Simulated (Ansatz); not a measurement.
## CH4BClSe, SMILES CB(Cl)[SeH]: a polarisability from point charges

Program: the Python package of Ansatz (0.2.0).

`field_ch4bclse.py`:
```python
# -*- coding: utf-8 -*-
from dataclasses import dataclass

import ansatz as az
import numpy as np


@dataclass
class RunConfig:
    basis: str = "def2-SVP"
    functional: str = "b3lyp"
    vdw: str = "d4"


opts = RunConfig()

GEOMETRY = """
C     0.06490    1.00870   -0.11330
B     0.36380   -0.49550   -0.18930
Cl    2.08410   -1.04470   -0.02660
Se   -1.01630   -1.84560   -0.45000
H     0.33800    1.45770    0.83680
H     0.54820    1.60250   -0.94110
H    -1.05010    1.20190   -0.24050
H    -1.24050   -1.94200    1.06810
"""

mol = az.Crystal.molecule()
for line in GEOMETRY.strip().splitlines():
    symbol, *xyz = line.split()
    mol = mol.atom(symbol, [float(v) for v in xyz])

base = mol.calculation().basis(gaussian=opts.basis).functional(opts.functional, dispersion=opts.vdw).forces()
centre = np.mean([site.position_ang for site in mol.cartesian_sites], axis=0)
field = 2 * 14.399645 * 3.0 / 40.0 ** 2


def dipole(axis, sign):
    arm = 40.0 * np.eye(3)[axis]
    pair = [{"charge": sign * 3.0, "position_ang": (centre - arm).tolist()}, {"charge": -sign * 3.0, "position_ang": (centre + arm).tolist()}]
    deck = base.input().set(az.key.basis.gaussian.point_charges, pair)
    return np.array(az.Session.from_dict(deck).plan().execute().report["charge_distribution"]["dipole_moment_e_ang"])


print(f"field {field:.4f} V/A")
alpha = np.array([(dipole(axis, 1) - dipole(axis, -1)) / (2 * field) * 14.399645 for axis in range(3)])
print("polarisability tensor (A^3)")
print(np.array2string(alpha, precision=3, suppress_small=True))
print(f"mean {np.trace(alpha) / 3:.3f} A^3 = {np.trace(alpha) / 3 / 0.14818471:.2f} bohr^3")
```

`python field_ch4bclse.py` gives:
```text
field 0.0540 V/A
polarisability tensor (A^3)
[[ 9.307  0.663  0.097]
 [ 0.679  8.075 -0.063]
 [ 0.093 -0.067  6.509]]
mean 7.964 A^3 = 53.74 bohr^3
```

The geometry is a force-field or estimated start, not a minimum of this method, and the basis set is short of its limit. The field of two point charges is only nearly even. b3lyp holds the VWN-RPA fit, as in Gaussian; the form of ORCA and Turbomole is b3lyp5. Without diffuse functions polarisabilities are unreliable, as a rule too low, and they change with the bond lengths of this unrelaxed start. Timing: 28 s on 1 thread of Arm Neoverse V1 (shared host), peak memory 0.27 GiB.
